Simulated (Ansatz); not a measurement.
# Ir (fcc type): a relaxation

Aim: a sound relaxation of Ir (fcc type).

Program: Ansatz 0.2.0. Level of theory: DFT, PBEsol, PAW with Ansatz's default frozen-core files, scalar-relativistic. These are calculated values, not measurements.

1 further run of the same task is left out (it didn't finish).

### 1 The system as given

Symmetry: Fm-3m, No. 225, cubic system. Conventional cell: a = 3.839 Å, b = 3.839 Å, c = 3.839 Å, α = 90.00°, β = 90.00°, γ = 90.00°. Ir (site symmetry m-3m) has 12 Ir at 2.71 Å as nearest neighbours.

Coordinates:

```xyz
1
Lattice="0.0000 1.9197 1.9197 1.9197 0.0000 1.9197 1.9197 1.9197 0.0000" Properties=species:S:1:pos:R:3 pbc="T T T"
Ir    0.0000    0.0000    0.0000
```

### 2 The calculation

input.yaml

```yaml
crystal:
  lattice:
    - [0.0, 1.9197388244, 1.9197388244]
    - [1.9197388244, 0.0, 1.9197388244]
    - [1.9197388244, 1.9197388244, 0.0]
  atoms:
    - { symbol: Ir, position: [0.0, 0.0, 0.0] }
kpoints:
  mp_grid: { grid: [19, 19, 19] }
scf:
  occupations: { method: fermi_dirac, width: 0.05 }
  mixing: { algorithm: broyden, beta: 0.95, ndim: 1, preconditioner: none }
  max_iter: 75
hamiltonian:
  xc: pbesol
  pseudopotentials: { kind: paw }
output:
  forces: true
  stress: true
relax:
  f_tol: 0.005
  max_steps: 40
  cell: {}
```

The run is started by

```
ansatz run input.yaml --threads 2 --pin off --max-ram 4096MiB --backend cpu --events-out ev --progress --plain --runs-dir out
```

Q: Will this input give a usable result? If not, why, and what should change?

The run converged and reported no error. Convergence says nothing about whether the input makes sense.

The suspect setting: scf.mixing.algorithm is broyden; scf.mixing.beta is 0.95; scf.mixing.ndim is 1; scf.mixing.preconditioner is none. The risk: mixing too aggressive. Here it converged all the same; such a setting changes the road, not the converged state. Several mixing settings were changed at once, so this run can't tell how much each is to blame.

The test: delete scf.mixing.algorithm, scf.mixing.beta, scf.mixing.ndim and scf.mixing.preconditioner (the default then holds).
